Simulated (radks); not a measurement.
# Nb in [Kr] 4d4 5s1: an all-electron calculation

An exercise on one series of results from a longer session: the logs are not shown, and one member is left open.

Program: radks (a radial shooting solver on a logarithmic mesh, Libxc functionals) version 1. Level of theory: scalar-relativistic Kohn-Sham, PBE, spin-polarised, spherical densities, point nucleus; open shells are filled with parallel spins first. These are calculated values, not measurements, unless marked.

### The atom as given

* element: niobium (Z = 41)
* charge: 0
* electrons: 41
* configuration: [Kr] 4d4 5s1

The outer shells:

Nb
```
[Kr] core
4d [↑ ][↑ ][↑ ][↑ ][  ]
5s [↑ ]
```

The first run:

Settings of this run:

```text
Z 41
configuration [Kr] 4d4 5s1
relativity scalar-relativistic
functional pbe,pbe
spin polarised
nucleus point
c 137.035999084
```

One table of the session follows, with a row left open; its other results are not shown here.

It belongs to the step «Shells». Sizes of the orbitals, from the radial functions (bohr):

```
  level      <r>  outermost maximum (interpolated)  90 % within  nodes
  1s up  0.03609                            0.0235       0.0646      0
1s down  0.03609                            0.0235       0.0646      0
  2s up   0.1580                             0.133        0.244      1
2s down   0.1580                             0.133        0.244      1
  2p up   0.1377                             0.106        0.224      0
2p down   0.1377                             0.106        0.224      0
  3s up   0.4432                             0.396        0.655      2
3s down   0.4432                             0.396        0.655      2
  3p up   0.4458                             0.389        0.674      1
3p down   0.4458                             0.389        0.674      1
  3d up   0.4331                             0.335        0.694      0
3d down        ?                                 ?            ?      ?
  4s up    1.163                              1.03         1.70      3
4s down    1.154                              1.03         1.68      3
  4p up    1.310                              1.13         1.95      2
4p down    1.297                              1.12         1.93      2
  5s up    3.610                              3.02         5.40      4
  4d up    2.177                              1.51         3.62      1
```

Q: Estimate the row for 3d down from the others.

**Answer.** <r>: 0.4330; outermost maximum (interpolated): 0.335; 90 % within: 0.694; nodes: 0. In the column «<r>» it lies between 2s down (0.1580) and 3d up (0.4331).

Caveats from the session: Open shells are spherical and high-spin; term and fine-structure splittings are not resolved.
